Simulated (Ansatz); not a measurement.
# NbSi (Fm-3m) in Ansatz: further runs

The runs below take NbSi through projected density of states, with LDA, LDA+U.

Program: Ansatz 0.2.0. These are calculated values, not measurements. Logs are shortened: lines on timing, memory, paths and dates and some standing lists are left out, and cuts for length are marked.

### Step 1. Starting point

Symmetry: Fm-3m, No. 225, cubic system. Conventional cell: a = 5.148 Å, b = 5.148 Å, c = 5.148 Å, α = 90.00°, β = 90.00°, γ = 90.00°. Nb (site symmetry m-3m) is surrounded by 6 Si at 2.57 Å. Around Si (site symmetry m-3m) lie 6 Nb at 2.57 Å.

The cell was built by a generator and needn't be a form met in nature.

### Step 2. Projected density of states, LDA

Contents of input.yaml:

```yaml
crystal:
  lattice:
    - [0.0, 2.57383, 2.57383]
    - [2.57383, 0.0, 2.57383]
    - [2.57383, 2.57383, 0.0]
  atoms:
    - { symbol: Nb, position: [0.0, 0.0, 0.0] }
    - { symbol: Si, position: [0.5, 0.5, 0.5] }
hamiltonian:
  xc: lda
  pseudopotentials: { kind: paw }
kpoints:
  mp_grid: { grid: [9, 9, 9] }
scf:
  occupations: { method: fermi_dirac, width: 0.05 }
  n_extra_bands: 6
output:
  forces: true
  stress: true
  eigenvalues: true
  dos: { projected: true, de: 0.05, nscf_kmesh: { grid: [14, 14, 14] } }
  write_density: true
  write_potential: true
  elf: true
  volumetric_format: npy
```

Potentials or basis: Ansatz PAW.

Command:

```bash
$ ansatz run input.yaml --threads 2 --pin off --max-ram 5632MiB --backend cpu --events-out ev --progress --plain --runs-dir out
```

What it wrote:

```text
Warning: RAYON_NUM_THREADS=2 ignored (pool sized by the plan → 2); use --threads N
scf.n_extra_bands = 6 over 9 filled bands (N_el = 17.0): the run solves 15 bands
Engine: ansatz 0.2.0, aarch64-unknown-linux-gnu
Pseudopotentials: kind: paw
Pseudopotential: Nb, paw, valence charge 13, recommended cutoff 420 eV (normal), Nb.paw.azcp
Pseudopotential: Si, paw, valence charge 4, recommended cutoff 420 eV (normal), Si.paw.azcp
Functional definition: SPW92
  exchange = slater_x
  correlation = pw_c
Crystal: 2 atoms, lattice volume = 34.101 Å³
Basis set: ecut = 420 eV, 645 PW (Γ)
Bands: 15, of which v1, the nominal top of the filled ones, is band 9 counted from 1 (8 counted from 0)
Symmetry: 48 space group operations
Space group: Fm-3m (ITA 225), of the structure as read, at distance tolerance 3.2e-5 Å
k-points: 35 of 729
Non-local potential: Nb, projectors of the file, l = 0: 3, l = 1: 2, l = 2: 2, l = 3: 1
Non-local potential: Si, projectors of the file, l = 0: 2, l = 1: 2, l = 2: 2
PAW form: soft (Blöchl's): semilocal exchange-correlation on the pseudo side does not see the compensation charge
PAW frozen core: Nb, regenerated for the run's functional, and the local potential with it (the file was generated under x = pbe(κ = 0.804, μ = 0.2195149727645171), c = pbe(β = 0.06672455060314922))
PAW frozen core: Si, regenerated for the run's functional, and the local potential with it (the file was generated under x = pbe(κ = 0.804, μ = 0.2195149727645171), c = pbe(β = 0.06672455060314922))
PAW one-centre angular grid: Nb, 590 points (default); XC on 64 Gauss nodes
PAW one-centre angular grid: Si, 110 points (default); XC on 64 Gauss nodes
Initial density: superposition of atomic densities (neutral atoms: chi_scale 0, normalization atom), corrected by the library's trained network
Initial wavefunctions: pseudopotential atomic-orbital guess
Functional: x = slater, c = lda
SCF iter   1: F=—  HF=-5051.750181 eV  |F-HF|=—  |Δ(HF+E_count)|=         —  Δρ=7.12e-3  dr2=1.84e-2  ethr=1.77e-3  ⟨swp⟩=5.3  Hψ=3018  notcnv=0  defer=1
preconditioner: auto → none  [metal: Δε(μ)=0.107 eV  Ē_g=8.649 eV  σ=0.050 eV  W_gap=0.42  n_scr=8 (ndim 8)  ℏωp=19.1 eV  f_vac=0.000  D(μ)=1.21/eV (n_scr^D=14)  sad-step TF]
SCF iter   2: F=—  HF=-5051.747281 eV  |F-HF|=—  |Δ(HF+E_count)|=   2.90e-3  Δρ=4.56e-3  dr2=9.34e-3  ethr=1.08e-4  ⟨swp⟩=1.1  Hψ=807  notcnv=0  defer=12
SCF iter   3: F=—  HF=-5051.744627 eV  |F-HF|=—  |Δ(HF+E_count)|=   2.65e-3  Δρ=5.68e-4  dr2=5.35e-5  ethr=5.49e-5  ⟨swp⟩=2.1  Hψ=683  notcnv=0  defer=12
SCF iter   4: F=—  HF=-5051.744617 eV  |F-HF|=—  |Δ(HF+E_count)|=   1.05e-5  Δρ=1.69e-4  dr2=7.16e-6  ethr=3.15e-7  ⟨swp⟩=2.8  Hψ=805  notcnv=0  defer=13
iter 5 did not close the SCF: its close was put off for the readings that it lacked (scf_convergence_deferred on its scf_iter line)
SCF iter   5: F=-5051.744616 eV  HF=-5051.744616 eV  |F-HF|=7.49e-8  |Δ(HF+E_count)|=   9.55e-7  Δρ=1.48e-5  dr2=9.76e-8  ethr=4.21e-8  ⟨swp⟩=2.5  Hψ=670  notcnv=0  defer=13
SCF iter   6: F=-5051.744616 eV  HF=-5051.744616 eV  |F-HF|=1.11e-9  |Δ(HF+E_count)|=   3.09e-8  Δρ=1.75e-6  dr2=1.46e-9  ethr=5.74e-10  ⟨swp⟩=9.2  Hψ=3195  notcnv=0
SCF 1 converged in 6 iterations: F = -5051.744616 eV  dr2 = 1.46e-9
NSCF: frozen V_eff on 104 k-points
SCF converged after 6 iterations
Free energy (F): -5051.744616 eV
Harris-Foulkes:  -5051.744616 eV  (|F-HF|=1.11e-9)
Internal energy: -5051.733883 eV  (E = F + TS)
E sigma→0 (E₀):  -5051.739250 eV
Entropy (-TS):   -0.010732 eV (-5.366 meV/atom)
Fermi energy:    13.672778 eV
--- Per-component energies (eV) ---
  E_band       = -100.942882
  E_kinetic    = 435.637134
  E_local      = -913.633124  (includes V_loc(G=0)·N_el)
  E_nonlocal   = 152.203068
  E_hartree    = 299.313500
  E_xc         = -229.622547
  E_vxc        = -260.215530  (∫ρ·V_xc dr)
  E_paw        = -3451.286655  (= ΣΔE_a)
  E_vpaw       = -113.562164  (= ΣTr[D̂ρ^β])
  E_aug_tail   = 0.000014  (compensation charges beyond the density's cutoff)
  E_ewald      = -1344.855298
  E_core_change = 0.510025  (= ΣΔE_core)
  E_smearing   = -0.010732  (= −TS)
  E_closure    = -0.000000  (closes the sum)
  Σ components = -5051.744616   (vs F -5051.744616, Δ=0.00e0)
--- Forces (eV/Å), atoms counted from 1 ---
  atom   1  Nb    -0.00000000     0.00000000     0.00000000
  atom   2  Si     0.00000000    -0.00000000    -0.00000000
  max |Σ_I F_I| component: 6.74e-31 eV/Å
--- Stress (GPa, compression-positive) ---
       -7.249894       0.000000       0.000000
        0.000000      -7.249894       0.000000
        0.000000      -0.000000      -7.249894
  P = ⅓ Tr σ = -7.2499 GPa (-72.499 kbar)
--- Band table (eV; the first three rows and the last of 35) ---
  k-point 0: bands = ["-41.4166", "-17.4940", "-17.4940", "-17.4940", "3.0768", "12.4408", "12.4408", "12.4408", "13.0115", "13.0115", "16.1247", "16.1247", "16.1247", "22.0571", "23.0068"]
  k-point 1: bands = ["-41.4146", "-17.5194", "-17.4972", "-17.4972", "3.3128", "12.0179", "12.3184", "12.3184", "12.8254", "12.8254", "15.8756", "16.9070", "16.9070", "22.4161", "23.6299"]
  k-point 2: bands = ["-41.4095", "-17.5830", "-17.5053", "-17.5053", "3.9902", "10.9287", "11.5559", "11.5559", "13.3230", "13.3230", "15.5575", "18.5172", "18.5172", "21.9052", "24.6938"]
  k-point 34: bands = ["-41.3945", "-17.6395", "-17.6134", "-17.5675", "5.9226", "9.8668", "10.2444", "10.9043", "14.8522", "15.1105", "15.9253", "15.9549", "17.6617", "23.1328", "23.6819"]
```

It took 1.5 s on 2 threads of Arm Neoverse V2, shared host; peak memory 0.3 GiB.

Results:

```yaml
Free_energy: -5051.7446 eV
Pressure: -7.2 GPa
Band_gap_on_the_k_mesh: none (metal or under the smearing width)
Density_of_states_at_the_Fermi_level: 1.50 states/eV per cell
```

States per cell in windows of 0.5 eV (zero at the Fermi level; states under -8 eV left out):
```csv
from (eV),total,Nb 4d,Si 3p,Si 3s,Nb 5s,Nb 4p,Nb 4s
-8.0,0.72,0.21,0.02,0.45,0.03,0.01,0.00
-7.5,0.03,0.00,0.00,0.03,0.00,0.00,0.00
-7.0,0.00,0.00,0.00,0.00,0.00,0.00,0.00
-6.5,0.00,0.00,0.00,0.00,0.00,0.00,0.00
-6.0,0.06,0.02,0.03,0.00,0.01,0.00,0.00
-5.5,0.21,0.08,0.09,0.01,0.02,0.00,0.01
-5.0,0.47,0.19,0.21,0.02,0.04,0.00,0.01
-4.5,0.62,0.24,0.29,0.02,0.03,0.01,0.01
-4.0,0.69,0.27,0.37,0.01,0.01,0.02,0.00
-3.5,1.49,0.93,0.51,0.02,0.00,0.02,0.00
-3.0,1.31,0.85,0.43,0.01,0.01,0.01,0.00
-2.5,0.61,0.40,0.19,0.00,0.00,0.00,0.00
-2.0,0.36,0.24,0.11,0.00,0.00,0.00,0.00
-1.5,0.24,0.18,0.06,0.00,0.00,0.00,0.00
-1.0,0.39,0.31,0.07,0.00,0.00,0.00,0.00
-0.5,0.64,0.45,0.15,0.01,0.01,0.00,0.00
0.0,0.76,0.58,0.12,0.01,0.02,0.00,0.00
0.5,0.88,0.73,0.09,0.02,0.02,0.00,0.00
1.0,1.16,1.03,0.08,0.03,0.01,0.00,0.00
1.5,0.62,0.43,0.09,0.02,0.06,0.00,0.00
2.0,1.43,0.82,0.34,0.09,0.13,0.00,0.00
2.5,0.56,0.25,0.23,0.03,0.03,0.00,0.00
3.0,0.62,0.22,0.29,0.02,0.05,0.00,0.00
3.5,0.57,0.19,0.22,0.05,0.04,0.00,0.00
4.0,0.46,0.15,0.18,0.04,0.03,0.00,0.00
4.5,0.50,0.13,0.16,0.04,0.03,0.00,0.00
5.0,0.46,0.11,0.14,0.04,0.02,0.00,0.00
5.5,0.50,0.11,0.13,0.05,0.01,0.00,0.00
6.0,0.40,0.07,0.09,0.03,0.01,0.00,0.00
6.5,0.33,0.04,0.05,0.03,0.03,0.00,0.00
7.0,0.49,0.05,0.06,0.04,0.06,0.00,0.00
7.5,0.63,0.06,0.09,0.03,0.07,0.00,0.01
```

Caveat: the PAW data sets come from PBE, with cores solved anew for the run's functional, which leaves a small shift of forces and pressure; the density of states is complete only up to the lowest level of the last band computed.

### Step 3. Projected density of states, LDA+U

input.yaml, as its differences from that of step 2:

```diff
@@ -11,2 +11,3 @@
   pseudopotentials: { kind: paw }
+  hubbard: { sites: [{ species: Nb, l: d, u_eff: 1.0 }] }
 kpoints:
@@ -21,5 +22 @@
   dos: { projected: true, de: 0.05, nscf_kmesh: { grid: [14, 14, 14] } }
-  write_density: true
-  write_potential: true
-  elf: true
-  volumetric_format: npy
```

Potentials or basis: Ansatz PAW.

Command:

```bash
$ ansatz run input.yaml --threads 2 --pin off --max-ram 5632MiB --backend cpu --events-out ev --progress --plain --runs-dir out
```

What it wrote:

```text
Warning: RAYON_NUM_THREADS=2 ignored (pool sized by the plan → 2); use --threads N
Nb: projections on atomic orbitals take those of the free atom [Ar 3d10] 4s2 4p6 4d4 5s1, of charge +0.00 (hamiltonian.pseudopotentials.projection_atoms); the dataset's partial waves leave at most 4.9e-6 of an orbital's norm unspanned inside its sphere
Si: projections on atomic orbitals take those of the free atom [Ne] 3s2 3p2, of charge +0.00 (hamiltonian.pseudopotentials.projection_atoms); the dataset's partial waves leave at most 6.1e-8 of an orbital's norm unspanned inside its sphere
scf.n_extra_bands = 6 over 9 filled bands (N_el = 17.0): the run solves 15 bands
Engine: ansatz 0.2.0, aarch64-unknown-linux-gnu
Pseudopotentials: kind: paw
Pseudopotential: Nb, paw, valence charge 13, recommended cutoff 420 eV (normal), Nb.paw.azcp
Pseudopotential: Si, paw, valence charge 4, recommended cutoff 420 eV (normal), Si.paw.azcp
Functional definition: SPW92
  exchange = slater_x
  correlation = pw_c
Crystal: 2 atoms, lattice volume = 34.101 Å³
Basis set: ecut = 420 eV, 645 PW (Γ)
Bands: 15, of which v1, the nominal top of the filled ones, is band 9 counted from 1 (8 counted from 0)
Symmetry: 48 space group operations
Space group: Fm-3m (ITA 225), of the structure as read, at distance tolerance 3.2e-5 Å
k-points: 35 of 729
Non-local potential: Nb, projectors of the file, l = 0: 3, l = 1: 2, l = 2: 2, l = 3: 1
Non-local potential: Si, projectors of the file, l = 0: 2, l = 1: 2, l = 2: 2
PAW form: soft (Blöchl's): semilocal exchange-correlation on the pseudo side does not see the compensation charge
PAW frozen core: Nb, regenerated for the run's functional, and the local potential with it (the file was generated under x = pbe(κ = 0.804, μ = 0.2195149727645171), c = pbe(β = 0.06672455060314922))
PAW frozen core: Si, regenerated for the run's functional, and the local potential with it (the file was generated under x = pbe(κ = 0.804, μ = 0.2195149727645171), c = pbe(β = 0.06672455060314922))
PAW one-centre angular grid: Nb, 590 points (default); XC on 64 Gauss nodes
PAW one-centre angular grid: Si, 110 points (default); XC on 64 Gauss nodes
Initial density: superposition of atomic densities (chi_scale 0.1, normalization cell, long waves kept (reshape's long-wave potential 0.00 eV rms))
Initial wavefunctions: pseudopotential atomic-orbital guess
Functional: x = slater, c = lda
SCF iter   1: F=—  HF=-5051.652064 eV  |F-HF|=—  |Δ(HF+E_count)|=         —  Δρ=8.34e-2  dr2=4.01e0  ethr=3.10e-3  ⟨swp⟩=5.3  Hψ=2967  notcnv=0
preconditioner: auto → none  [metal: Δε(μ)=0.107 eV  Ē_g=9.080 eV  σ=0.050 eV  W_gap=0.44  n_scr=8 (ndim 8)  ℏωp=19.1 eV  f_vac=0.000  D(μ)=1.34/eV (n_scr^D=14)  sad-step TF]
SCF iter   2: F=—  HF=-5050.616451 eV  |F-HF|=—  |Δ(HF+E_count)|=    1.04e0  Δρ=3.23e-2  dr2=4.52e-1  ethr=3.10e-3  ⟨swp⟩=3.0  Hψ=1247  notcnv=0  defer=46
SCF iter   3: F=—  HF=-5050.523281 eV  |F-HF|=—  |Δ(HF+E_count)|=   9.32e-2  Δρ=6.97e-3  dr2=8.63e-3  ethr=2.66e-3  ⟨swp⟩=2.1  Hψ=797  notcnv=0  defer=46
SCF iter   4: F=—  HF=-5050.527751 eV  |F-HF|=—  |Δ(HF+E_count)|=   4.47e-3  Δρ=1.18e-3  dr2=4.24e-4  ethr=5.08e-5  ⟨swp⟩=2.2  Hψ=1069  notcnv=0  defer=40
SCF iter   5: F=—  HF=-5050.527670 eV  |F-HF|=—  |Δ(HF+E_count)|=   8.13e-5  Δρ=2.62e-4  dr2=1.77e-5  ethr=2.50e-6  ⟨swp⟩=2.2  Hψ=690  notcnv=0  defer=40
SCF iter   6: F=—  HF=-5050.527672 eV  |F-HF|=—  |Δ(HF+E_count)|=   1.86e-6  Δρ=4.40e-5  dr2=9.37e-7  ethr=1.04e-7  ⟨swp⟩=2.3  Hψ=766  notcnv=0  defer=40
SCF iter   7: F=-5050.527672 eV  HF=-5050.527672 eV  |F-HF|=2.62e-9  |Δ(HF+E_count)|=   2.89e-7  Δρ=2.60e-6  dr2=4.06e-9  ethr=5.88e-10  ⟨swp⟩=9.7  Hψ=2636  notcnv=0
SCF 1 converged in 7 iterations: F = -5050.527672 eV  dr2 = 4.06e-9
NSCF: frozen V_eff on 104 k-points
SCF converged after 7 iterations
Free energy (F): -5050.527672 eV
Harris-Foulkes:  -5050.527672 eV  (|F-HF|=2.62e-9)
Internal energy: -5050.517740 eV  (E = F + TS)
E sigma→0 (E₀):  -5050.522706 eV
Entropy (-TS):   -0.009932 eV (-4.966 meV/atom)
Fermi energy:    13.731793 eV
--- Per-component energies (eV) ---
  E_band       = -100.920783
  E_kinetic    = 435.666331
  E_local      = -913.440360  (includes V_loc(G=0)·N_el)
  E_nonlocal   = 152.150006
  E_hartree    = 299.159683
  E_xc         = -229.641684
  E_vxc        = -260.239931  (∫ρ·V_xc dr)
  E_hubbard    = 1.214136  (on-site DFT+U / exact-exchange correction)
  E_vhub       = 0.177425  (the Hubbard potential's part of the band-sum identity)
  E_paw        = -3451.280593  (= ΣΔE_a)
  E_vpaw       = -113.554858  (= ΣTr[D̂ρ^β])
  E_aug_tail   = 0.000014  (compensation charges beyond the density's cutoff)
  E_ewald      = -1344.855298
  E_core_change = 0.510025  (= ΣΔE_core)
  E_smearing   = -0.009932  (= −TS)
  E_closure    = 0.000000  (closes the sum)
  Σ components = -5050.527672   (vs F -5050.527672, Δ=0.00e0)
--- Forces (eV/Å), atoms counted from 1 ---
  atom   1  Nb    -0.00000000    -0.00000000     0.00000000
  atom   2  Si     0.00000000     0.00000000    -0.00000000
  max |Σ_I F_I| component: 1.48e-31 eV/Å
--- Stress (GPa, compression-positive) ---
       -6.913940       0.000000       0.000000
       -0.000000      -6.913940       0.000000
       -0.000000      -0.000000      -6.913940
  P = ⅓ Tr σ = -6.9139 GPa (-69.139 kbar)
--- Band table (eV; the first three rows and the last of 35) ---
  k-point 0: bands = ["-41.4390", "-17.5147", "-17.5147", "-17.5147", "3.0845", "12.5336", "12.5336", "12.5336", "12.9713", "12.9713", "16.1385", "16.1385", "16.1385", "22.0527", "23.0160"]
  k-point 1: bands = ["-41.4370", "-17.5400", "-17.5179", "-17.5179", "3.3206", "12.1019", "12.3470", "12.3470", "12.8541", "12.8541", "15.8968", "16.9157", "16.9157", "22.4115", "23.6391"]
  k-point 2: bands = ["-41.4318", "-17.6034", "-17.5260", "-17.5260", "3.9989", "10.9936", "11.5534", "11.5534", "13.3862", "13.3862", "15.5932", "18.5215", "18.5215", "21.9044", "24.6956"]
  k-point 34: bands = ["-41.4169", "-17.6597", "-17.6337", "-17.5881", "5.9190", "9.8963", "10.2976", "10.8969", "14.9151", "15.1542", "15.9474", "15.9960", "17.6450", "23.1346", "23.6814"]
Occupation matrices written to <dir>
```

Wall time 2 s (2 threads of Arm Neoverse V2, shared host); peak memory 0.28 GiB.

Results:

```yaml
Free_energy: -5050.5277 eV
Pressure: -6.9 GPa
Band_gap_on_the_k_mesh: none (metal or under the smearing width)
Density_of_states_at_the_Fermi_level: 1.48 states/eV per cell
```

States per cell in windows of 0.5 eV (zero at the Fermi level; states under -8 eV left out):
| from (eV) | total | Nb 4d | Si 3p | Si 3s | Nb 5s | Nb 4p | Nb 4s |
| --- | --- | --- | --- | --- | --- | --- | --- |
| -8.0 | 0.79 | 0.23 | 0.02 | 0.48 | 0.03 | 0.01 | 0.00 |
| -7.5 | 0.07 | 0.01 | 0.00 | 0.06 | 0.00 | 0.00 | 0.00 |
| -7.0 | 0.00 | 0.00 | 0.00 | 0.00 | 0.00 | 0.00 | 0.00 |
| -6.5 | 0.00 | 0.00 | 0.00 | 0.00 | 0.00 | 0.00 | 0.00 |
| -6.0 | 0.04 | 0.01 | 0.02 | 0.00 | 0.00 | 0.00 | 0.00 |
| -5.5 | 0.18 | 0.06 | 0.08 | 0.01 | 0.02 | 0.00 | 0.01 |
| -5.0 | 0.43 | 0.16 | 0.19 | 0.02 | 0.04 | 0.00 | 0.01 |
| -4.5 | 0.60 | 0.24 | 0.29 | 0.02 | 0.04 | 0.01 | 0.01 |
| -4.0 | 0.49 | 0.17 | 0.27 | 0.01 | 0.02 | 0.01 | 0.00 |
| -3.5 | 1.59 | 0.91 | 0.62 | 0.02 | 0.00 | 0.02 | 0.00 |
| -3.0 | 1.38 | 0.90 | 0.45 | 0.01 | 0.01 | 0.01 | 0.00 |
| -2.5 | 0.68 | 0.45 | 0.21 | 0.01 | 0.00 | 0.00 | 0.00 |
| -2.0 | 0.38 | 0.26 | 0.11 | 0.00 | 0.00 | 0.00 | 0.00 |
| -1.5 | 0.23 | 0.16 | 0.06 | 0.00 | 0.00 | 0.00 | 0.00 |
| -1.0 | 0.34 | 0.27 | 0.06 | 0.00 | 0.00 | 0.00 | 0.00 |
| -0.5 | 0.58 | 0.42 | 0.13 | 0.01 | 0.00 | 0.00 | 0.00 |
| 0.0 | 0.74 | 0.55 | 0.13 | 0.01 | 0.01 | 0.00 | 0.00 |
| 0.5 | 0.90 | 0.73 | 0.10 | 0.02 | 0.02 | 0.00 | 0.00 |
| 1.0 | 1.18 | 1.04 | 0.07 | 0.03 | 0.01 | 0.00 | 0.00 |
| 1.5 | 0.37 | 0.29 | 0.05 | 0.01 | 0.02 | 0.00 | 0.00 |
| 2.0 | 1.65 | 1.02 | 0.33 | 0.08 | 0.16 | 0.00 | 0.00 |
| 2.5 | 0.64 | 0.30 | 0.24 | 0.04 | 0.03 | 0.00 | 0.00 |
| 3.0 | 0.59 | 0.23 | 0.27 | 0.02 | 0.05 | 0.00 | 0.00 |
| 3.5 | 0.61 | 0.21 | 0.25 | 0.05 | 0.04 | 0.00 | 0.00 |
| 4.0 | 0.47 | 0.15 | 0.19 | 0.04 | 0.03 | 0.00 | 0.00 |
| 4.5 | 0.48 | 0.13 | 0.17 | 0.04 | 0.02 | 0.00 | 0.00 |
| 5.0 | 0.48 | 0.12 | 0.15 | 0.04 | 0.02 | 0.00 | 0.00 |
| 5.5 | 0.50 | 0.11 | 0.13 | 0.05 | 0.01 | 0.00 | 0.00 |
| 6.0 | 0.42 | 0.07 | 0.10 | 0.03 | 0.01 | 0.00 | 0.00 |
| 6.5 | 0.34 | 0.04 | 0.05 | 0.03 | 0.03 | 0.00 | 0.00 |
| 7.0 | 0.46 | 0.04 | 0.06 | 0.04 | 0.06 | 0.00 | 0.00 |
| 7.5 | 0.62 | 0.05 | 0.08 | 0.04 | 0.07 | 0.00 | 0.01 |

Eigenvalues of the final occupation matrices:
```csv
site,spin,trace,eigenvalues
site 1,1,2.25,0.39 0.39 0.39 0.53 0.53
```

Caveat: U without spin polarisation on a metal has little footing; the PAW data sets come from PBE, with cores solved anew for the run's functional, which leaves a small shift of forces and pressure; the U is typed as a test and isn't derived for this compound; the density of states is complete only up to the lowest level of the last band computed.

(Part 1 of 2 ends here.)
